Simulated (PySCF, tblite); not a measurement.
# C₄H₁₁F₂NSi₂: geometry, infrared bands and NMR shifts

Aim: predict the infrared bands and NMR shifts of C₄H₁₁F₂NSi₂ (`N[SiH2][SiH2]C(F)(F)C1CC1`).

The runs use tblite 0.8.0 and PySCF 2.14.0, with density-fitted response routines of our own; the level of theory stands in each step. All values are computed, except where a source is named. Atoms are numbered from 0 throughout.

**1. Starting geometry**

20 atoms, charge 0, multiplicity 1; geometry from: force field or distance geometry start.

Bonds of the start (Å): N0–Si1 1.77, Si1–Si2 2.25, Si2–C3 1.83, C3–F4 1.38, C3–F5 1.40, C3–C6 1.48, C6–C7 1.49, C7–C8 1.51, C8–C6 1.50, N0–H9 1.05, N0–H10 1.06, Si1–H11 1.46, Si1–H12 1.47, Si2–H13 1.48, Si2–H14 1.46, C6–H15 1.12, C7–H16 1.11, C7–H17 1.12, C8–H18 1.10, C8–H19 1.09.

**2. Relaxing the molecule with GFN2-xTB**

What the job is given:

```
{"job": {"kind": "relax", "xc": "GFN2-xTB", "basis": "xTB"}, "charge": 0, "multiplicity": 1}
N     -3.956600     0.058900    -0.108700
Si    -2.393000     0.316700    -0.891000
Si    -0.665300     0.103300     0.537800
C      0.580400    -0.975600    -0.253900
F      0.249300    -1.130200    -1.587600
F      0.475100    -2.245800     0.314500
C      1.998600    -0.545300    -0.165600
C      2.496300     0.745900    -0.728700
C      2.477700     0.522000     0.769200
H     -3.850100    -0.594600     0.705800
H     -4.672100    -0.382500    -0.758100
H     -2.379100     1.606300    -1.573400
H     -2.276000    -0.708400    -1.935900
H     -1.196000    -0.582500     1.740400
H     -0.188500     1.407700     0.987100
H      2.721900    -1.391100    -0.252100
H      1.778100     1.529000    -1.058700
H      3.516500     0.784200    -1.180200
H      3.462400     0.352600     1.237200
H      1.815000     1.140000     1.379400
```

On the command line:

```
$ OMP_NUM_THREADS=1 python probes_run.py task.json out
```

The driver reads the jobs from task.json and runs them one after another.

**Question.** This job is followed by: GFN2-xTB harmonic vibrations, gas phase; GIAO PBE0/pcSseg-1 NMR shielding, non-relativistic, gas phase. What will the session give for the following? strongest single infrared mode (GFN2-xTB); zero-point energy (GFN2-xTB); ¹³C shifts against TMS (PBE0/pcSseg-1, means over atoms taken as alike); ¹H shifts against TMS (PBE0/pcSseg-1, means over atoms taken as alike); ¹⁵N shifts against NH3 (PBE0/pcSseg-1); ²⁹Si shifts against TMS (PBE0/pcSseg-1); ¹⁹F shifts against CFCl3 (PBE0/pcSseg-1, means over atoms taken as alike).

As calculated:

| quantity | value |
| --- | --- |
| strongest single infrared mode (GFN2-xTB) | 670 cm⁻¹, 625 km/mol |
| zero-point energy (GFN2-xTB) | 88.0 kcal/mol |
| ¹³C shifts against TMS (PBE0/pcSseg-1, means over atoms taken as alike) | 140.7, 21.9, 5.1 ppm |
| ¹H shifts against TMS (PBE0/pcSseg-1, means over atoms taken as alike) | 5.23, 3.73, 1.54, 0.69, 0.51, -0.14 ppm |
| ¹⁵N shifts against NH3 (PBE0/pcSseg-1) | 1.0 ppm |
| ²⁹Si shifts against TMS (PBE0/pcSseg-1) | -50.2, -80.9 ppm |
| ¹⁹F shifts against CFCl3 (PBE0/pcSseg-1, means over atoms taken as alike) | -100.0 ppm |

**Reading.** The optimisation took 156 steps and gained 0.832 eV; among the close pairs (by a distance rule), Si2–C3 changed most, from 1.828 to 1.944 Å. The lowest mode is slightly imaginary (3i cm⁻¹), a soft motion within the noise of the Hessian, so the minimum is not strictly shown. The strongest single mode, at 670 cm⁻¹, moves mainly H14, H12 and H11. Unscaled tight-binding wavenumbers are off by several per cent, some by more. Its intensities can rank the bands wrongly. At PBE0/pcSseg-1: The largest span, 208 ppm, is at F4, F5, where the paramagnetic term is -207 ppm.
